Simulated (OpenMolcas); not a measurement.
**GeH3Br (SMILES [GeH3][Br]) at SOGGA11/ANO-RCC-VDZP (DKH2)**

Aim: the vertical ionisation energy of GeH3Br at SOGGA11/ANO-RCC-VDZP (DKH2), from 2 runs. 

The calculation is run with OpenMolcas 26.06.

### Step 1. The molecule

GeH3Br has 5 atoms, charge 0, and is taken as a singlet. SMILES: `[GeH3][Br]`. Geometry: a GFN2-xTB relaxation, a rough one for these elements and not checked as a minimum.

Bond lengths: Ge1–Br2 2.258 Å, Ge1–H3 1.499 Å, Ge1–H4 1.499 Å, Ge1–H5 1.499 Å. Angles: Br2–Ge1–H3 107.3°, Br2–Ge1–H4 107.3°, Br2–Ge1–H5 107.3°, H3–Ge1–H4 111.6°, H3–Ge1–H5 111.6°, H4–Ge1–H5 111.6°.

### Step 2. The energy at SOGGA11/ANO-RCC-VDZP (DKH2)

coord.xyz

```xyz
5

Ge     0.135010     0.013270    -0.125310
Br    -1.515240    -0.149270     1.407440
H      0.126030     1.420170    -0.641380
H     -0.167870    -0.973790    -1.211440
H      1.422080    -0.310370     0.570690
```

job.input

```
&GATEWAY
 Coord
 coord.xyz
 Basis
 ANO-RCC-VDZP
 Group
 NoSym

&SEWARD
 Relativistic
 R02O02
 Expert

&SCF
 KSDFT
 2
 1.0 GGA_X_SOGGA11
 1.0 GGA_C_SOGGA11
 PrOrbitals
 1 1
```

On the command line:

```console
$ export MOLCAS_MEM=1860
$ pymolcas job.input > job.log
```

What it wrote:

```text
--- Start Module: gateway ---
[...]
--- Stop Module: gateway /rc=_RC_ALL_IS_WELL_ ---
--- Start Module: seward ---
[...]
 ###    WARNING:  EXPERT option is ON!                                       ###
 ###############################################################################
               SEWARD will generate:
[...]
      Basis functions           69
--- Stop Module: seward /rc=_RC_ALL_IS_WELL_ ---
[...]
--- Start Module: scf ---
[...]
       Convergence after  11 Iterations
[...]
::    Total KS-DFT energy                           -4706.8851768241
[...]
      Total spin, S                                     0.0000000000
[...]
      Total electronic charge=   70.000000
      Total            charge=   -0.000000
[...]
      Dipole Moment (debye):
      Origin of the operator (angstrom)=   -0.6943   -0.0684    0.6449
                   X=  1.4514E+00               Y=  1.4844E-01               Z= -1.3459E+00           Total=  1.9850E+00
      Quadrupole Moment (debye*angstrom):
[...]
--- Stop Module: scf /rc=_RC_ALL_IS_WELL_ ---
[...]
```

Run time: 14 s. Hardware: 1 thread of Intel Xeon Platinum 8488C (Sapphire Rapids), shared host; peak memory 0.42 GiB.

### Step 3. The doublet cation, same level

coord.xyz is that of step 2.

job.inp

```
&GATEWAY
 Coord
 coord.xyz
 Basis
 ANO-RCC-VDZP
 Group
 NoSym

&SEWARD
 Relativistic
 R02O02
 Expert

&SCF
 UHF
 Charge
 1
 Spin
 2
 KSDFT
 2
 1.0 GGA_X_SOGGA11
 1.0 GGA_C_SOGGA11
 PrOrbitals
 1 1
```

On the command line:

```console
$ export MOLCAS_MEM=1860
$ pymolcas job.inp > job.log
```

What it wrote:

```text
--- Start Module: gateway ---
[...]
--- Stop Module: gateway /rc=_RC_ALL_IS_WELL_ ---
--- Start Module: seward ---
[...]
 ###    WARNING:  EXPERT option is ON!                                       ###
 ###############################################################################
               SEWARD will generate:
[...]
      Basis functions           69
--- Stop Module: seward /rc=_RC_ALL_IS_WELL_ ---
[...]
--- Start Module: scf ---
[...]
       Convergence after  42 Iterations
[...]
::    Total KS-DFT energy                           -4706.4956498516
[...]
      Total spin, S                                     0.5008107335
[...]
      Total electronic charge=   69.000000
      Total            charge=    1.000000
[...]
      Dipole Moment (debye):
      Origin of the operator (angstrom)=   -0.6943   -0.0684    0.6449
                   X=  2.2328E+00               Y= -1.5939E-01               Z= -4.0752E-01           Total=  2.2752E+00
      Center of Charge (angstrom)
[...]
--- Stop Module: scf /rc=_RC_ALL_IS_WELL_ ---
[...]
```

It took 29 s on 1 thread of Intel Xeon Platinum 8488C (Sapphire Rapids), shared host; peak memory 0.42 GiB.

### Step 4. Results

At SOGGA11/ANO-RCC-VDZP (DKH2):

| quantity | value |
| --- | --- |
| singlet GeH3Br: total energy | -4706.88518 Eh |
| singlet GeH3Br: dipole moment | 1.98 D |
| singlet GeH3Br: HOMO energy | -7.08 eV |
| singlet GeH3Br: LUMO energy | -1.24 eV |
| singlet GeH3Br: HOMO–LUMO gap | 5.84 eV |
| doublet cation: total energy | -4706.49565 Eh |
| doublet cation: HOMO energy (highest over α and β) | -13.95 eV |
| doublet cation: LUMO energy (lowest over α and β) | -13.75 eV |
| doublet cation: ⟨S²⟩ | 0.752 |
| vertical ionisation energy (to the doublet cation) | 10.600 eV |

What this shows: The vertical ionisation energy comes to 10.60 eV (1023 kJ/mol). −ε(HOMO) before ionisation, 7.08 eV, is 3.52 eV below this ionisation energy. Mulliken charges (doublet cation) run from -0.10 on H4 to +0.89 on Ge1.
